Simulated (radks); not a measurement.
# Spin polarisation of the 4p shell in Se

The task here is to estimate one member of a computed series from the others.

The numbers are computed with radks (a radial shooting solver on a logarithmic mesh, Libxc functionals) version 1 (scalar-relativistic Kohn-Sham, LDA (Slater exchange, Perdew-Wang correlation), spin-polarised, spherical densities, point nucleus), except any that are marked as measured or tabulated.

**The system**

| Item | Value |
| --- | --- |
| element | selenium (Z = 34) |
| charge | 0 |
| electrons | 34 |
| configuration | [Ar] 3d10 4s2 4p(up 2, down 2) |

A shell typed twice in an input gives spin up, then spin down.

Set-up of the first run:

Settings of this run:

```text
Z 34
configuration [Ar] 3d10 4s2 4p2 4p2
relativity scalar-relativistic
functional lda,pw
spin polarised
nucleus point
c 137.035999084
```

Run with:

```console
> python run_ks.py task.json out
```

All runs below come from this command, one after another.

Steps of the session up to this table: No moment.

One table of the session follows, with a row left open; its other results are not shown here.

It belongs to the step «No moment». Radial moments (bohr):

```
level     <r>  outermost maximum (interpolated)  90 % within  nodes
   1s       ?                                 ?            ?      ?
   2s  0.1962                             0.165        0.303      1
   2p  0.1713                             0.132        0.280      0
   3s  0.5752                             0.503        0.858      2
   3p  0.5904                             0.500        0.904      1
   3d  0.6311                             0.451         1.05      0
   4s   1.789                              1.50         2.68      3
   4p   2.297                              1.80         3.58      2
```

Estimate the missing values for 1s.

The run gave: <r>: 0.04414; outermost maximum (interpolated): 0.0288; 90 % within: 0.0789; nodes: 0. In the column «<r>» it is the lowest.
